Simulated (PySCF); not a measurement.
# [Ge3]+: doublet, from a obtuse triangle start

Aim: relax [Ge3]+ as a doublet from a obtuse triangle start, check by its vibrations whether the end is a minimum, and collect its spectrum and constants.

The runs use PySCF 2.14.0; PBE0, basis Ge def2-TZVP, no relativity, density fitting.

## Step 1: The starting structure

3 atoms, charge 1, spin multiplicity 2.

Bond lengths: Ge1–Ge2 2.381 Å, Ge1–Ge3 2.381 Å. Angles: Ge2–Ge1–Ge3 104.9°.

Coordinates in bohr (charge 1 multiplicity 2):
```
Ge    0.0000    0.0000    0.0000
Ge    3.5670    2.7439    0.0000
Ge   -3.5670    2.7439    0.0000
```

## Step 2: Finding the electronic state

One driver script runs all steps and calls PySCF; scf.py shows how it sets up the SCF of each step. The optimiser is the driver's own. After this first run the driver tries any further starts and a stability analysis.

scf.py

```python
from pyscf import gto, scf, dft
mol = gto.M(atom='''
Ge     0.000000     0.000000     0.000000
Ge     1.887600     1.452000     0.000000
Ge    -1.887600     1.452000     0.000000''',
    basis={'Ge': 'def2-TZVP'},
    charge=1, spin=1)
mf = dft.UKS(mol, xc='PBE0')
mf.grids.atom_grid = (50, 194)
aux = {'Ge': 'def2-universal-JKFIT'}
mf = mf.density_fit(auxbasis=aux)
mf.conv_tol = 1e-08
mf.diis_space = 10
mf.max_cycle = 60
mf.init_guess = 'minao'
mf.verbose = 4
mf.kernel()
```

Started as:

```
$ OMP_NUM_THREADS=4 python axn.py task.json out
```

Log:

```text
init E= -6228.39215681702
[... the frontier-level lines of each cycle are left out ...]
cycle= 1 E= -6229.82371765183  delta_E= -1.43  |g|= 0.715  |ddm|= 1.43
cycle= 2 E= -6229.8131426122  delta_E= 0.0106  |g|= 0.805  |ddm|= 0.813
cycle= 3 E= -6229.90641108312  delta_E= -0.0933  |g|= 0.0449  |ddm|= 0.406
cycle= 4 E= -6229.9068519512  delta_E= -0.000441  |g|= 0.0312  |ddm|= 0.0771
cycle= 5 E= -6229.90739520105  delta_E= -0.000543  |g|= 0.00368  |ddm|= 0.0388
cycle= 6 E= -6229.90740351285  delta_E= -8.31e-06  |g|= 0.000742  |ddm|= 0.0056
cycle= 7 E= -6229.90740446982  delta_E= -9.57e-07  |g|= 0.000361  |ddm|= 0.002
cycle= 8 E= -6229.90740491717  delta_E= -4.47e-07  |g|= 0.000229  |ddm|= 0.00138
cycle= 9 E= -6229.90740521068  delta_E= -2.94e-07  |g|= 0.000139  |ddm|= 0.0012
cycle= 10 E= -6229.9074055115  delta_E= -3.01e-07  |g|= 6.75e-05  |ddm|= 0.00201
cycle= 11 E= -6229.90740559487  delta_E= -8.34e-08  |g|= 2.07e-05  |ddm|= 0.00145
cycle= 12 E= -6229.90740559797  delta_E= -3.1e-09  |g|= 1.03e-05  |ddm|= 0.00025
Extra cycle  E= -6229.90740559806  delta_E= -9.55e-11  |g|= 1.19e-05  |ddm|= 3.39e-05
converged SCF energy = -6229.90740559806  <S^2> = 0.75330291  2S+1 = 2.0033002
```

This step, with its further starts and checks, ran for 32 s (4 threads of Intel Xeon Platinum 8259CL at 2.50GHz (Skylake/Cascade Lake), shared host).

The starts that the driver tried:

```csv
start,energy (Eh)
the minimal-basis guess,-6229.907406
a thermally smeared density,-6229.907406
a smeared PBE density,-6229.907406
```

The test of internal stability and the other starts found no lower solution of this spin.

## Step 3: Relaxation: obtuse triangle start, doublet

The program finds C2v symmetry in the start, which this walk keeps. Threshold on the gradient: 0.0003 Eh/bohr, with a further test on the energy change.

Changes to scf.py since step 2:

```diff
@@ -3,3 +3,3 @@
-Ge     0.000000     0.000000     0.000000
-Ge     1.887600     1.452000     0.000000
-Ge    -1.887600     1.452000     0.000000''',
+Ge     0.000000    -0.968000     0.000000
+Ge     1.887600     0.484000     0.000000
+Ge    -1.887600     0.484000     0.000000''',
@@ -15 +14,0 @@
-mf.init_guess = 'minao'
```

Steps of the walk:

```csv
step,energy (Eh),change (kJ/mol),largest symmetric gradient (Eh/bohr)
0,-6229.907406,0.00,0.00356
1,-6229.907978,-1.50,0.00278
2,-6229.909131,-4.53,0.00710
3,-6229.909444,-5.35,0.00125
4,-6229.909498,-5.49,0.00063
5,-6229.909505,-5.51,0.00021
6,-6229.909505,-5.51,0.00003
```

The walk took 49 s.

Geometry (Å) and forces (eV/Å) at some steps:

```
step 0
Ge   0.000  -0.968   0.000   0.000  -0.183   0.000
Ge   1.888   0.484   0.000  -0.138   0.091   0.000
Ge  -1.888   0.484   0.000   0.138   0.091   0.000
step 1
Ge   0.000  -0.997   0.000   0.000  -0.143   0.000
Ge   1.858   0.499   0.000  -0.142   0.072   0.000
Ge  -1.858   0.499   0.000   0.142   0.072   0.000
step 3
Ge   0.000  -1.105   0.000   0.000   0.013   0.000
Ge   1.733   0.552   0.000  -0.064  -0.007   0.000
Ge  -1.733   0.552   0.000   0.064  -0.007   0.000
step 6
Ge   0.000  -1.123   0.000   0.000   0.002   0.000
Ge   1.704   0.562   0.000  -0.001  -0.001   0.000
Ge  -1.704   0.562   0.000   0.001  -0.001   0.000
```

End point (C2v, 6 steps, 5.5 kJ/mol gained): Ge–Ge 2.396 Å (×2); Ge–Ge–Ge 90.7°.

## Step 4: Vibrations and properties at this point

On the finer grid the gradient is checked again; gradients at displacements of ±0.02 bohr then give force constants and infrared intensities.

Changes to scf.py since step 3:

```diff
@@ -3,3 +3,3 @@
-Ge     0.000000    -0.968000     0.000000
-Ge     1.887600     0.484000     0.000000
-Ge    -1.887600     0.484000     0.000000''',
+Ge     0.000000    -1.123157     0.000000
+Ge     1.704090     0.561578     0.000000
+Ge    -1.704090     0.561578     0.000000''',
@@ -9 +9 @@
-mf.grids.atom_grid = (50, 194)
+mf.grids.atom_grid = (75, 302)
@@ -12 +12 @@
-mf.conv_tol = 1e-08
+mf.conv_tol = 1e-10
```

The driver hands on the density of the step before, so the log starts near convergence.

SCF at the final geometry:

```text
init E= -6229.90936754353
[... the frontier-level lines of each cycle are left out ...]
cycle= 1 E= -6229.9093675435  delta_E= 2.64e-11  |g|= 8.39e-06  |ddm|= 1.35e-05
Extra cycle  E= -6229.90936754341  delta_E= 9.73e-11  |g|= 1.63e-05  |ddm|= 2.66e-05
converged SCF energy = -6229.90936754341  <S^2> = 0.75310151  2S+1 = 2.0030991
```

The whole step took 97 s.

Geometry: C2v; Ge–Ge 2.396 Å (×2); Ge–Ge–Ge 90.7°.

Modes, for the most abundant isotopes:

```json
{"symmetry": "a1", "ω (cm⁻¹)": "75", "IR (km/mol)": "0.5"}
{"symmetry": "a1", "ω (cm⁻¹)": "265", "IR (km/mol)": "2.6"}
{"symmetry": "b2", "ω (cm⁻¹)": "281", "IR (km/mol)": "32.3"}
```

No imaginary mode, so this is a minimum.

Constants and moments:

| Property | Result |
| --- | --- |
| Dipole moment about the centre of mass | 0.97 D |
| Highest occupied level | -11.41 eV |
| Lowest empty level | -9.45 eV |
| Rotational constants | 0.1205, 0.03927, 0.02962 cm⁻¹ |
| Zero-point energy | 3.7 kJ/mol |
| Principal polarisabilities | 63.0, 91.5, 148.6 bohr³ |
| Principal traceless quadrupole moments about the centre of mass | -5.22, -3.65, 8.87 D Å |
| Entropy at 298.15 K and 1 bar (electronic part: spin only) | 326.9 J/(mol K) |
| Heat capacity Cp at 298.15 K | 55.9 J/(mol K) |
| Enthalpy at 298.15 K above 0 K | 14.36 kJ/mol |
| Rotational symmetry number | 2 |
| Spin squared ⟨S²⟩ | 0.753 |

Populations by atom (charges in e):

| atom | Mulliken | Löwdin | polar tensor | spin (Mulliken) | Mayer order to Ge1 |
| --- | --- | --- | --- | --- | --- |
| Ge1 | 0.10 | 0.11 | -0.16 | 0.54 | – |
| Ge2,3 | 0.45 | 0.45 | 0.58 | 0.23 | 1.33 |

Mulliken populations on Ge1: s 7.80, p 13.99, d 10.10, f 0.01.

## Step 5: Summary of results

```
                                          quantity                               value
                                           minimum                        doublet, C2v
                                          geometry  Ge–Ge 2.396 Å (×2); Ge–Ge–Ge 90.7°
                                wavenumbers (cm⁻¹)         75 (a1), 265 (a1), 281 (b2)
                    dipole moment (centre of mass)                              0.97 D
highest occupied, lowest empty level (either spin)                    -11.41, -9.45 eV
                        polar-tensor charge of Ge1                             -0.16 e
                                 zero-point energy                          3.7 kJ/mol
                               entropy at 298.15 K                     326.9 J/(mol K)
                                              ⟨S²⟩                               0.753
```

The obtuse triangle start keeps its C2v symmetry and ends in a minimum. In the infrared the band at 281 cm⁻¹ (b2, stretch) leads. Only this shape and spin were tried, so other structures or states may lie lower.

The search up to here took 3 min.
